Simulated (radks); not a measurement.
# Zn⁺ in [Ar] 3d10 4s1: an all-electron calculation

An exercise on one series of results from a longer session: the logs are not shown, and one member is left open.

Program: radks (a radial shooting solver on a logarithmic mesh, Libxc functionals) version 1. Level of theory: Dirac Kohn-Sham, HCTH/407, spin-unpolarised, spherical densities, point nucleus. These are calculated values, not measurements, unless marked.

## The atom as given

```
element       : zinc (Z = 30)
charge        : +1
electrons     : 29
configuration : [Ar] 3d10 4s1
```

Outer shells as boxes (Hund's rule):

Zn⁺
```
[Ar] core
3d [↑↓][↑↓][↑↓][↑↓][↑↓]
4s [↑ ]
```

Set-up of the first run:

The run's settings:

```text
Z 30
configuration [Ar] 3d10 4s1 4p0 5s0
relativity Dirac
functional hcth_407
spin unpolarised
j_filling energy
nucleus point
c 137.035999084
```

One of the session's tables, all rows but one given; the rest of the session is left out.

It belongs to the step «Shells». Radial moments (bohr):

| level | <r> | outermost maximum (interpolated) | 90 % within | nodes |
| --- | --- | --- | --- | --- |
| 1s1/2 | 0.05034 | 0.0329 | 0.0899 | 0 |
| 2s1/2 | 0.2259 | 0.189 | 0.350 | 1 |
| 2p1/2 | 0.1958 | 0.150 | 0.321 | 0 |
| 2p3/2 | 0.1992 | 0.153 | 0.325 | 0 |
| 3s1/2 | 0.6808 | 0.588 | 1.02 | 2 |
| 3p1/2 | 0.7052 | 0.587 | 1.09 | 1 |
| 3p3/2 | 0.7160 | 0.595 | 1.11 | 1 |
| 3d3/2 | 0.8817 | 0.564 | 1.54 | 0 |
| 3d5/2 | ? | ? | ? | ? |
| 4s1/2 | 2.434 | 1.99 | 3.71 | 3 |
| 4p1/2 | 3.192 | 2.58 | 4.87 | 2 |
| 4p3/2 | 3.231 | 2.62 | 4.92 | 2 |

Q: Estimate the row for 3d5/2 from the others.

The run gave: <r>: 0.8890; outermost maximum (interpolated): 0.567; 90 % within: 1.56; nodes: 0. In the column «<r>» it lies between 3d3/2 (0.8817) and 4s1/2 (2.434).

Limits of these values: Spin polarisation and multiplet splitting are left out.
